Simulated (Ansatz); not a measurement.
# BaBCl3: the cost of one run

Program: Ansatz 0.2.0. Level of theory: DFT PBE, scalar-relativistic, plane waves, PAW. These are calculated values, not measurements.

## (1) Starting point

Symmetry: Pm-3m, No. 221, cubic system. The conventional cell has a = 5.046 Å, b = 5.046 Å, c = 5.046 Å, α = 90.00°, β = 90.00°, γ = 90.00°. Ba (site symmetry m-3m) has 6 Cl at 2.52 Å as nearest neighbours. B (site symmetry m-3m) is surrounded by 12 Cl at 3.57 Å. Cl (site symmetry 4/mmm) is surrounded by 2 Ba at 2.52 Å.

As a file:

```xyz
5
Lattice="5.0462 0.0000 0.0000 0.0000 5.0462 0.0000 0.0000 0.0000 5.0462" Properties=species:S:1:pos:R:3 pbc="T T T"
Ba    0.0000    0.0000    0.0000
B     2.5231    2.5231    2.5231
Cl    2.5231    0.0000    0.0000
Cl    0.0000    2.5231    0.0000
Cl    0.0000    0.0000    2.5231
```

Recipe of the guess: species swapped into a database cell of Sm3SnN (Pm-3m, No. 221), with Cl on the Sm sites, B on the Sn sites and Ba on the N sites. The dimensions are guesses.

## (2) The guess as it stands, on a coarse mesh

File input.yaml:

```yaml
crystal:
  lattice:
    - [5.04615138, 0.0, 0.0]
    - [0.0, 5.04615138, 0.0]
    - [0.0, 0.0, 5.04615138]
  atoms:
    - { symbol: Ba, position: [0.0, 0.0, 0.0] }
    - { symbol: B, position: [0.5, 0.5, 0.5] }
    - { symbol: Cl, position: [0.5, 0.0, 0.0] }
    - { symbol: Cl, position: [0.0, 0.5, 0.0] }
    - { symbol: Cl, position: [0.0, 0.0, 0.5] }
basis:
  ecutwfc: 420
kpoints:
  mp_grid: { grid: [4, 4, 4] }
hamiltonian:
  xc: pbe
scf:
  occupations: { method: gaussian, width: 0.1 }
  lower_state_search: "off"
output:
  forces: true
  stress: true
  eigenvalues: true
```

Started as:

```bash
$ ansatz run input.yaml --threads 1 --pin off --max-ram 2560MiB --backend cpu --events-out ev --progress --plain --runs-dir out
```

**Question.** How long does this run take on 1 thread of Intel Xeon 6975P-C (Granite Rapids), shared host, and how much memory does it need?

About 1.4 s, with a peak of 0.5 GiB.
